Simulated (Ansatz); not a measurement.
# H6InNSi: how energies converge with the basis set

Aim: see how fast density functionals converge with the basis set for H6InNSi.

Method: one geometry, several basis sets; program: Ansatz 0.2.0, Gaussian basis.

Plan: PBE0-D4/def2-SVP; ωB97M-V/def2-SVP; PBE0-D4/def2-QZVPP; ωB97M-V/def2-QZVPP; the functionals' def2-TZVPP values are taken from earlier runs.

## (1) The geometry

The geometry comes from an earlier relaxation with PBE0-D4 in a triple-zeta def2 set; it is a stationary point, not always the lowest conformer. In takes the def2 core potential; no spin-orbit term is included.

9 atoms, charge 0, spin multiplicity 1.

Atoms are counted from 1 here; the program's logs count them from 0.

Bond lengths: N1–In2 2.088 Å, N1–H4 1.012 Å, N1–H5 1.012 Å, Si3–H6 1.486 Å, Si3–H7 1.481 Å, Si3–H8 1.483 Å, Si3–H9 1.492 Å. Angles: In2–N1–H4 124.5°, In2–N1–H5 124.4°, H4–N1–H5 108.2°, H6–Si3–H7 110.9°, H6–Si3–H8 110.6°, H6–Si3–H9 107.4°, H7–Si3–H8 111.7°, H7–Si3–H9 108.2°, H8–Si3–H9 107.8°.

Geometry (Å):

```xyz
9
H6InNSi
N     0.30150    0.24366   -1.71899
In    0.86235    2.24283   -1.50330
Si   -0.28235   -0.38736    1.38703
H     0.95140   -0.52663   -1.81113
H    -0.60296   -0.06424   -2.05258
H     0.82594    0.60213    1.39991
H     0.11571   -1.61852    0.66571
H    -1.51012    0.21224    0.81129
H    -0.57298   -0.75044    2.80495
```

## (2) PBE0-D4 in def2-SVP

The input, in.yaml:

```yaml
crystal:
  periodic: [false, false, false]
  atoms:
    - {symbol: N, position_ang: [0.301504, 0.243663, -1.718986]}
    - {symbol: In, position_ang: [0.862355, 2.242835, -1.503303]}
    - {symbol: Si, position_ang: [-0.282350, -0.387356, 1.387030]}
    - {symbol: H, position_ang: [0.951402, -0.526626, -1.811133]}
    - {symbol: H, position_ang: [-0.602962, -0.064235, -2.052575]}
    - {symbol: H, position_ang: [0.825942, 0.602133, 1.399913]}
    - {symbol: H, position_ang: [0.115707, -1.618517, 0.665711]}
    - {symbol: H, position_ang: [-1.510120, 0.212241, 0.811295]}
    - {symbol: H, position_ang: [-0.572978, -0.750440, 2.804947]}
basis:
  gaussian: {orbitals: def2-SVP}
hamiltonian: {xc: pbe0, dispersion: d4}
output: {orbitals: {seedname: orbitals}}
```

The run is started by

```sh
> ansatz run in.yaml --threads 2 --pin off --events-out ev --progress --plain --max-ram 4352MiB
```

The runs that follow: ωB97M-V in def2-SVP; PBE0-D4 in def2-QZVPP; ωB97M-V in def2-QZVPP.

Before running them: what should the planned runs give, taken together? Wanted: PBE0-D4: double and triple zeta above quadruple; ωB97M-V: double and triple zeta above quadruple.

**Answer**, as computed:

| quantity | value |
| --- | --- |
| PBE0-D4: double and triple zeta above quadruple | 5.31, 0.41 eV |
| ωB97M-V: double and triple zeta above quadruple | 5.46, 0.39 eV |

What this shows: For PBE0-D4 the step from double to triple zeta gains 4.90 eV and the next only 0.41 eV. These are total energies; as a rule much of such shifts cancels in differences, which this series doesn't test.
